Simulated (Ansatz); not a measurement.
Run this with Ansatz 0.2.0, Python API and show what comes out.

`run_relaxed_scan.py`
```python
# -*- coding: utf-8 -*-
'''One bond of ClFHSb held at set lengths while the rest relaxes.'''

import ansatz as az
import numpy as np

SETTINGS = {
    'basis': 'def2-SVP',
    'functional': 'pbe',
}

molecule = (
    az.Crystal.molecule()
    .atom('F', (-1.5374, 0.1875, 0.5764))
    .atom('Sb', (-0.2245, -0.2148, -0.8244))
    .atom('Cl', (1.1157, -1.3493, 0.7771))
    .atom('H', (0.7017, 1.3162, -0.5494))
)

model = (
    molecule.calculation()
    .basis(gaussian=SETTINGS['basis'])
    .functional(SETTINGS['functional'])
)
symbols = [site.symbol for site in molecule.cartesian_sites]
pairs = [(0, 1), (1, 2), (1, 3)]
print('held (A)   E (eV)        ', '  '.join(f'{symbols[i]}{i}-{symbols[j]}{j}' for i, j in pairs))
for length in [1.67, 1.81, 1.96, 2.17, 2.44]:
    rep = model.relax(constraints=[az.DistanceConstraint((1, 3), at=length)], force_tolerance=0.02, max_steps=60).run(threads=1).report
    xyz = np.array(rep['positions_ang'])
    print(f'{length:6.2f} {rep["free_energy_ev"]:14.5f}  ', '  '.join(f'{np.linalg.norm(xyz[i] - xyz[j]):.3f}' for i, j in pairs))
```

Output of `python run_relaxed_scan.py`:
```text
held (A)   E (eV)         F0-Sb1  Sb1-Cl2  Sb1-H3
DeckWarning: relax.constraints: the input's atoms, or those drawn, lie off the distances that are held; a relaxation that starts there is brought onto them ahead of its first SCF, by positions alone, [...]
  1.67   -21780.61470   1.960  2.394  1.670
  1.81   -21780.64267   1.959  2.391  1.810
  1.96   -21780.46426   1.956  2.389  1.960
  2.17   -21780.04649   1.955  2.385  2.170
  2.44   -21779.43071   1.954  2.381  2.440
```
(Warnings from the package without file and line, shortened, repeats left out.)

Caveats:
- Total energies depend on the basis set; only differences at equal settings carry meaning.
- The energies are electronic: no zero-point or thermal terms, and the basis set is short of its limit.
- def2 sets replace the cores of elements past krypton by effective core potentials.
- Run time: 42 s on 1 thread of Arm Neoverse V1 (shared host), peak memory 0.2 GiB.

(A comment or docstring line of the script was reworded after the run, the code is as it ran; lines on the test bed's own set-up are left out of the output.)
